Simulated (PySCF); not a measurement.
# Changing the system itself: LiGe (quartet)

Aim: change spin, charge, geometry, field or solvent of LiGe (quartet), one at a time, and compare with the base run.

Program: PySCF 2.14.0. Level of theory: each script names its method and basis. These are calculated values, not measurements.

2 further runs of the same task are left out: 2 that didn't finish.

## (1) The system as given

LiGe (quartet): 2 atoms, charge 0, spin multiplicity 4.

Bond lengths: Li1–Ge2 2.323 Å.

## (2) Base script

The input, input.py:

```python
from pyscf import gto, scf, cc

mol = gto.M(
    atom='Li 0 0 0; Ge 0 0 2.323',
    basis='cc-pvdz',
    charge=0,
    spin=3,
    verbose=4,
)
mf = scf.UHF(mol)
mf.kernel()
mycc = cc.CCSD(mf, frozen=9)
mycc.kernel()
e = mycc.ipccsd(nroots=6)[0]
print('roots (eV) =', (e*27.211386).round(3))
mf.dip_moment()
print('orbital energies (hartree):', [e[max(0, n-3):n+3].round(4) for e, n in zip(mf.mo_energy, mol.nelec)])
```

The run is started by

```sh
> python input.py
```

The log of this run is left out.

It gives: E(SCF) = -2082.767202 Eh, 11 cycles, E(CCSD) − E(SCF) = -0.08656 Eh, ⟨S²⟩ = 3.753, μ = 6.00 D, ionisation roots 6.565, 6.565, 7.392, 11.349, 12.248 eV.

The bond length is a typed value, not an optimised one. The quartet is typed in the script; nothing here shows that it is the ground state.

## (3) Bond 3.484 Å

Variant 1 changes bond length: 2.323 Å → 3.484 Å.

The input, input.py:

```python
from pyscf import gto, scf, cc

mol = gto.M(
    atom='Li 0 0 0; Ge 0 0 3.484',
    basis='cc-pvdz',
    charge=0,
    spin=3,
    verbose=4,
)
mf = scf.UHF(mol)
mf.kernel()
mycc = cc.CCSD(mf, frozen=9)
mycc.kernel()
e = mycc.ipccsd(nroots=6)[0]
print('roots (eV) =', (e*27.211386).round(3))
mf.dip_moment()
print('orbital energies (hartree):', [e[max(0, n-3):n+3].round(4) for e, n in zip(mf.mo_energy, mol.nelec)])
```

The run is started by

```sh
> python input.py
```

## (4) Electric field 0.001 a.u.

Variant 2 changes electric field: none → 0.001 a.u.

Edit input.py of step 2 so:

```diff
@@ -10,2 +10,7 @@
 mf = scf.UHF(mol)
+field = 0.001  # electric field along z, atomic units
+h = mf.get_hcore() + field*mol.intor('int1e_r')[2]
+mf.get_hcore = lambda *args: h
+e_nuc = mol.energy_nuc() - field*mol.atom_charges() @ mol.atom_coords()[:, 2]
+mf.energy_nuc = lambda *args: e_nuc
 mf.kernel()
```

## (5) Sextet

Variant 3 changes spin (2S): 3 → 5.

Edit input.py of step 2 so:

```diff
@@ -6,3 +6,3 @@
     charge=0,
-    spin=3,
+    spin=5,
     verbose=4,
```

## (6) Charge +2

Variant 4 changes charge: 0 → 2.

Edit input.py of step 2 so:

```diff
@@ -5,3 +5,3 @@
     basis='cc-pvdz',
-    charge=0,
+    charge=2,
     spin=3,
```

Before running it: what results should come out? Wanted: for each run, E(SCF); from base; gap, α spin; SCF dipole; after the SCF.

The runs gave:

```csv
run,E(SCF) (hartree),from base (eV),cycles,"gap, α spin (eV)",SCF dipole (D),after the SCF
base,-2082.767202,0,11,6.58,6.00,"CCSD correlation -2.355 eV, core frozen, first root 6.57 eV"
bond 3.484 Å,-2082.740203,+0.7347,13,5.56,7.53,"CCSD correlation -2.253 eV, core frozen, first root 5.70 eV"
electric field 0.001 a.u.,-2082.764881,+0.0632,10,6.44,5.80,"CCSD correlation -2.357 eV, core frozen, first root 6.47 eV"
sextet,-2082.568366,+5.4106,10,5.55,5.45,"CCSD correlation -1.055 eV, core frozen, first root 4.48 eV"
charge +2,-2081.875803,+24.2562,8,8.85,n/a,"CCSD correlation -0.649 eV, core frozen, first root 22.78 eV"
```

What this shows: Of the runs whose energies can be compared, “sextet” moves the SCF energy most (+5.411 eV). The sextet solution found lies 5.41 eV above the base quartet at this geometry and level.
